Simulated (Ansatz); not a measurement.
**SnH3 (doublet): from Hartree-Fock to the top rungs, def2-SVP**

How much of the correlation energy of SnH3 (doublet) does each wave-function method recover here?

Computed with Ansatz 0.2.0, Gaussian basis. Level: def2-SVP, core rule «outside noble gas», up to 9 orbitals frozen.

The runs, in order: UHF; CCSD(T) on ROHF; CCSD(T) on UHF; BCCD(T) on ROHF; CISD; CCSDT(Q) on ROHF; CCSDT(Q) on UHF; CCSDTQ on ROHF; CCSDTQ on UHF; CASSCF and MRCISD+Q, 7 electrons in 7 orbitals; CASSCF and NEVPT2, 7 electrons in 7 orbitals; Full CI.

7 further runs of the same task are left out: 3 for a known fault of the program, 4 set aside as unsound or not needed.

## Step 1: What is computed

The geometry is a PBE0/def2-TZVP stationary point (not a proven minimum). No spin-orbit coupling is included. Elements past krypton take def2 core potentials.

4 atoms, charge 0, spin multiplicity 2.

Atoms are counted from 1 here; the program's logs count them from 0.

Bond lengths: Sn1–H2 1.715 Å, Sn1–H3 1.715 Å, Sn1–H4 1.715 Å. Angles: H2–Sn1–H3 109.7°, H2–Sn1–H4 109.7°, H3–Sn1–H4 109.7°.

## Step 2: UHF

in.yaml reads:

```yaml
crystal:
  periodic: [false, false, false]
  atoms:
    - {symbol: Sn, position_ang: [0.000046, 0.000005, -0.014048]}
    - {symbol: H, position_ang: [1.617032, 0.013522, 0.556831]}
    - {symbol: H, position_ang: [-0.823095, 1.394937, 0.549273]}
    - {symbol: H, position_ang: [-0.799363, -1.408992, 0.548448]}
basis:
  gaussian: {orbitals: def2-SVP}
magnetization: {spin_polarized: true, initial_magnetization: 1}
hamiltonian: {xc: hf}
output: {orbitals: {seedname: orbitals}}
```

Launch:

```console
$ ansatz run in.yaml --threads 1 --pin off --events-out ev --progress --plain --max-ram 3968MiB --backend cpu
```

After this run come: CCSD(T) on ROHF; CCSD(T) on UHF; BCCD(T) on ROHF; CISD; CCSDT(Q) on ROHF; CCSDT(Q) on UHF; CCSDTQ on ROHF; CCSDTQ on UHF; CASSCF and MRCISD+Q, 7 electrons in 7 orbitals; CASSCF and NEVPT2, 7 electrons in 7 orbitals; Full CI.

Q: Predict the results of all the runs planned. Wanted: FCI below the RHF energy; RMP2 from FCI; UMP2 from FCI; RCCSD from FCI; RCCSD(T) from FCI; UCCSD(T) from FCI; RCCSDT(Q) from FCI; UCCSDT(Q) from FCI; NEVPT2 valence from FCI.

As calculated:

```
                         quantity                                                                                                  value
         FCI below the RHF energy                                                                                             -2.9965 eV
                    RMP2 from FCI                                                                                           +71.4 kJ/mol
                    UMP2 from FCI                                                                                           +70.5 kJ/mol
                   RCCSD from FCI                                                                                            +6.7 kJ/mol
                RCCSD(T) from FCI                                                                                            +1.6 kJ/mol
                UCCSD(T) from FCI                                                                                            +1.0 kJ/mol
               RCCSDT(Q) from FCI                                                                                             0.0 kJ/mol
               UCCSDT(Q) from FCI                                                                                            -0.7 kJ/mol
          NEVPT2 valence from FCI                                                                                           +49.5 kJ/mol
        MRCISD+Q valence from FCI                                                                                            -0.9 kJ/mol
levels within 1 kcal/mol (43 meV)  RCCSD(T), UCCSD(T), BCCD(T), RCCSDT, UCCSDT, RCCSDT(Q), UCCSDT(Q), RCCSDTQ, UCCSDTQ, MRCISD+Q valence
                    T1 diagnostic                                                                                                  0.015
   effectively unpaired electrons                                                                                                   1.04
```

RCCSD(T) misses by +1.6 kJ/mol, 0.6 % of the correlation energy. UCCSDT, UCCSDT(Q), UCCSDTQ, MRCISD+Q valence fall below full CI: unrestricted runs freeze a spin-polarised core, another one than full CI's, and coupled cluster isn't variational. One determinant dominates. Of the multireference levels listed MRCISD+Q valence comes nearest in total energy (-0.9 kJ/mol), which doesn't show that its space is the better one. These misses are within one basis, not against nature; the frozen cores of restricted and unrestricted runs differ, which can shift their rows.
